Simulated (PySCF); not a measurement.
# RuOF₂: quintet, from a T-shaped (ligand arrangement 2) start

Aim: relax RuOF₂ as a quintet from a T-shaped (ligand arrangement 2) start, check by its vibrations whether the end is a minimum, and collect its spectrum and constants.

Computed with PySCF 2.14.0. Level: B3LYP, basis Ru def2-SVP with ECP28, O def2-SVP, F def2-SVP, scalar-relativistic core potentials, no spin–orbit coupling, density fitting.

## 1. The system as given

4 atoms, charge 0, spin multiplicity 5.

Bond lengths: Ru1–O2 1.710 Å, Ru1–F3 1.890 Å, Ru1–F4 1.890 Å. Angles: O2–Ru1–F3 88.0°, O2–Ru1–F4 88.0°, F3–Ru1–F4 176.0°.

Z-matrix (Å, degrees; charge 0 multiplicity 5):
```
Ru
O  1 1.7100
F  1 1.8900 2 88.00
F  1 1.8900 2 88.00 3 180.00
```

## 2. T-shaped (ligand arrangement 2) start, quintet: relaxation

The steps below are one call of a driver around PySCF. For each, scf.py gives the equivalent set-up of the SCF; relaxations use the driver's own optimiser. Before each start the driver seeks the lowest SCF state from one or more starting densities and follows internal instabilities, so scf.py alone need not reach the same state.

The program finds C2v symmetry in the start, which this walk keeps.

Contents of scf.py:

```python
from pyscf import gto, scf, dft
mol = gto.M(atom='''
Ru     0.000000     0.000000    -0.191532
O      0.000000     0.000000     1.518468
F      1.888800    -0.000000    -0.125532
F     -1.888800     0.000000    -0.125532''',
    basis={'Ru': 'def2-SVP', 'O': 'def2-SVP', 'F': 'def2-SVP'},
    ecp={'Ru': 'def2-SVP'},
    charge=0, spin=4)
mf = dft.UKS(mol, xc='B3LYP')
mf.grids.atom_grid = (50, 194)
aux = {'Ru': 'def2-universal-JKFIT', 'O': 'def2-universal-JKFIT', 'F': 'def2-universal-JKFIT'}
mf = mf.density_fit(auxbasis=aux)
mf.kernel()
```

Steps of the walk:

```csv
step,energy (Eh),change (kJ/mol),largest symmetric gradient (Eh/bohr)
0,-369.565475,0.00,0.03499
1,-369.576899,-29.99,0.01303
2,-369.580859,-40.39,0.00343
3,-369.581259,-41.44,0.00071
4,-369.581266,-41.46,0.00007
```

The walk needed 40 s of wall time on 2 threads, shared host.

Geometry (Å) and forces (eV/Å) at some steps:

```
step 0
Ru   0.000   0.000  -0.192   0.000   0.000   1.800
O    0.000   0.000   1.518   0.000   0.000   0.416
F    1.889   0.000  -0.126  -0.154   0.000  -1.108
F   -1.889   0.000  -0.126   0.154   0.000  -1.108
step 1
Ru   0.000   0.000  -0.095   0.000   0.000   0.670
O    0.000   0.000   1.617   0.000   0.000   0.312
F    1.884   0.000  -0.223  -0.374   0.000  -0.491
F   -1.884   0.000  -0.223   0.374   0.000  -0.491
step 2
Ru   0.000   0.000  -0.021   0.000   0.000   0.177
O    0.000   0.000   1.698   0.000   0.000   0.079
F    1.859   0.000  -0.301  -0.154   0.000  -0.128
F   -1.859   0.000  -0.301   0.154   0.000  -0.128
step 3
Ru   0.000   0.000   0.006   0.000   0.000   0.012
O    0.000   0.000   1.728   0.000   0.000   0.007
F    1.846   0.000  -0.329  -0.036   0.000  -0.009
F   -1.846   0.000  -0.329   0.036   0.000  -0.009
step 4
Ru   0.000   0.000   0.009   0.000   0.000   0.002
O    0.000   0.000   1.731   0.000   0.000   0.001
F    1.844   0.000  -0.332   0.004   0.000  -0.001
F   -1.844   0.000  -0.332  -0.004   0.000  -0.001
```

End point (C2v, 4 steps, 41.5 kJ/mol gained): Ru–F 1.875 Å (×2), Ru–O 1.721 Å; F–Ru–F 159.0°, F–Ru–O 100.5° (×2).

## 3. Vibrations and properties at this point

The point is checked on the finer grid, and tightened if its gradient asks for it. The Hessian and the dipole derivatives come from central differences of analytic gradients, with steps of 0.01 bohr.

Edit scf.py of step 2 so:

```diff
@@ -3,4 +3,4 @@
-Ru     0.000000     0.000000    -0.191532
-O      0.000000     0.000000     1.518468
-F      1.888800    -0.000000    -0.125532
-F     -1.888800     0.000000    -0.125532''',
+Ru     0.000000     0.000000    -0.093409
+O     -0.000000    -0.000000     1.628020
+F      1.843770    -0.000000    -0.434808
+F     -1.843770     0.000000    -0.434808''',
@@ -11 +11 @@
-mf.grids.atom_grid = (50, 194)
+mf.grids.atom_grid = (75, 302)
```

The driver hands on the density of the step before, so the log starts near convergence.

SCF at the final geometry:

```text
init E= -369.581074908548
[... the frontier-level lines of each cycle are left out ...]
cycle= 1 E= -369.581074908251  delta_E= 2.98e-10  |g|= 2.79e-05  |ddm|= 2.28e-05
cycle= 2 E= -369.581074902947  delta_E= 5.3e-09  |g|= 0.000117  |ddm|= 9.18e-05
cycle= 3 E= -369.58107490855  delta_E= -5.6e-09  |g|= 7.26e-06  |ddm|= 7.47e-05
cycle= 4 E= -369.581074908571  delta_E= -2.17e-11  |g|= 4.64e-07  |ddm|= 5.06e-06
Extra cycle  E= -369.58107490857  delta_E= 1.25e-12  |g|= 8.3e-07  |ddm|= 1.02e-06
converged SCF energy = -369.58107490857  <S^2> = 6.0115931  2S+1 = 5.0046351
```

The whole step took 2.4 min.

Geometry: C2v; Ru–F 1.875 Å (×2), Ru–O 1.721 Å; F–Ru–F 159.0°, F–Ru–O 100.5° (×2).

Modes, for the most abundant isotopes:

```
symmetry  ω (cm⁻¹)  IR (km/mol)  μ (u)
      b1       128         28.4  25.56
      a1       201         10.7  22.45
      b2       213          4.0  17.77
      a1       626         14.6  19.20
      b2       686          177  24.44
      a1       892         17.2  18.08
```

No imaginary mode, so this is a minimum.

Constants and moments:

| Quantity | Value |
| --- | --- |
| Dipole moment | 2.00 D |
| Highest occupied level | -7.55 eV |
| Lowest empty level | -5.36 eV |
| Rotational constants | 0.334, 0.1305, 0.09384 cm⁻¹ |
| Zero-point energy | 16.4 kJ/mol |
| Principal polarisabilities | 20.5, 35.3, 37.0 bohr³ |
| Atomisation energy without zero-point energy | 1272 kJ/mol |
| Principal traceless quadrupole moments about the centre of mass | -9.99, 1.57, 8.41 D Å |
| Entropy at 298.15 K and 1 bar (electronic part: spin only) | 319.5 J/(mol K) |
| Heat capacity Cp at 298.15 K | 66.4 J/(mol K) |
| Enthalpy at 298.15 K above 0 K | 15.44 kJ/mol |
| Rotational symmetry number | 2 |
| Spin squared ⟨S²⟩ | 6.012 |

Populations by atom (charges in e):

```json
{"atom": "Ru1", "Mulliken": "1.01", "Löwdin": "0.39", "polar tensor": "1.54", "spin (Mulliken)": "2.81", "Mayer order to Ru1": "–"}
{"atom": "O2", "Mulliken": "-0.28", "Löwdin": "-0.04", "polar tensor": "-0.37", "spin (Mulliken)": "0.85", "Mayer order to Ru1": "1.94"}
{"atom": "F3,4", "Mulliken": "-0.36", "Löwdin": "-0.17", "polar tensor": "-0.58", "spin (Mulliken)": "0.17", "Mayer order to Ru1": "0.99"}
```

Mulliken populations on Ru1 (outside its core potential): s 2.34, p 6.43, d 6.20, f 0.03.

## 4. Results

| quantity | value |
| --- | --- |
| minimum | quintet, C2v |
| geometry | Ru–F 1.875 Å (×2), Ru–O 1.721 Å; F–Ru–F 159.0°, F–Ru–O 100.5° (×2) |
| wavenumbers (cm⁻¹) | 128 (b1), 201 (a1), 213 (b2), 626 (a1), 686 (b2), 892 (a1) |
| dipole moment | 2.00 D |
| highest occupied, lowest empty level (either spin) | -7.55, -5.36 eV |
| polar-tensor charge of Ru1 | +1.54 e |
| zero-point energy | 16.4 kJ/mol |
| entropy at 298.15 K | 319.5 J/(mol K) |
| atomisation energy (no zero-point energy) | 1272 kJ/mol |
| ⟨S²⟩ | 6.012 |

**Reading.** The molecule stays C2v, as typed, and the end point is a minimum. In the infrared the band at 686 cm⁻¹ (b2, stretch) leads. Most of the spin sits on Ru1 (Mulliken spin 2.81, against 4 for the whole molecule). Only this shape and spin were tried, so other structures or states may lie lower. One determinant may miss the lowest occupation of an open d or f shell.

The search up to here took 3.9 min.
